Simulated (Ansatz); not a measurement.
# CH4BFGe: small, medium and large basis sets

An exercise on one series of results from a longer session: the logs are not shown, and one member is left open.

The runs use Ansatz 0.2.0, Gaussian basis; one geometry, several basis sets.

The runs, in order: PBE0-D4/def2-SVP; ωB97M-V/def2-SVP; PBE0-D4/def2-QZVPP; ωB97M-V/def2-QZVPP; the functionals' def2-TZVPP values are taken from earlier runs.

## The geometry

All runs share one geometry, relaxed beforehand with PBE0-D4 in a triple-zeta def2 set.

8 atoms, charge 0, spin multiplicity 1.

Atoms are counted from 1 here; the program's logs count them from 0.

Bond lengths: F1–B2 1.314 Å, B2–C3 1.490 Å, B2–Ge4 1.992 Å, C3–Ge4 2.148 Å, C3–H5 1.088 Å, C3–H6 1.089 Å, Ge4–H7 1.530 Å, Ge4–H8 1.537 Å. Angles: F1–B2–C3 135.5°, F1–B2–Ge4 137.8°, C3–B2–Ge4 74.6°, B2–C3–Ge4 63.4°, B2–C3–H5 119.8°, B2–C3–H6 123.7°, Ge4–C3–H5 92.6°, Ge4–C3–H6 133.5°, H5–C3–H6 112.8°, B2–Ge4–C3 42.0°, B2–Ge4–H7 126.0°, B2–Ge4–H8 122.0°, C3–Ge4–H7 102.9°, C3–Ge4–H8 119.8°, H7–Ge4–H8 110.9°.

Set-up of the first run:

in.yaml reads:

```yaml
crystal:
  periodic: [false, false, false]
  atoms:
    - {symbol: F, position_ang: [-1.002428, 1.127492, 1.872939]}
    - {symbol: B, position_ang: [-0.542959, 0.743824, 0.702821]}
    - {symbol: C, position_ang: [0.805298, 0.597318, 0.085682]}
    - {symbol: Ge, position_ang: [-0.676409, -0.849858, -0.484001]}
    - {symbol: H, position_ang: [0.965647, 0.911212, -0.943964]}
    - {symbol: H, position_ang: [1.729282, 0.539090, 0.658259]}
    - {symbol: H, position_ang: [-0.590641, -0.842769, -2.011276]}
    - {symbol: H, position_ang: [-0.595688, -2.283510, 0.063739]}
basis:
  gaussian: {orbitals: def2-SVP}
hamiltonian: {xc: pbe0, dispersion: d4}
output: {orbitals: {seedname: orbitals}}
```

Command:

```bash
$ ansatz run in.yaml --threads 2 --pin off --events-out ev --progress --plain --max-ram 4352MiB
```

Steps of the session up to this table: PBE0-D4 in def2-SVP; ωB97M-V in def2-SVP; PBE0-D4 in def2-QZVPP; ωB97M-V in def2-QZVPP.

One of the session's tables, all rows but one given; the rest of the session is left out.

It belongs to the step «Density functionals: the series». 

| functional | basis | HOMO (eV) |
| --- | --- | --- |
| PBE0-D4 | def2-SVP | -6.83 |
| PBE0-D4 | def2-TZVPP | -6.87 |
| PBE0-D4 | def2-QZVPP | -6.89 |
| ωB97M-V | def2-SVP | -8.86 |
| ωB97M-V | def2-TZVPP | ? |
| ωB97M-V | def2-QZVPP | -8.93 |

Q: Estimate the row for ωB97M-V, def2-TZVPP from the others.

**Answer.** HOMO (eV): -8.92. In the column «HOMO (eV)» it lies between ωB97M-V, def2-QZVPP (-8.93) and ωB97M-V, def2-SVP (-8.86).
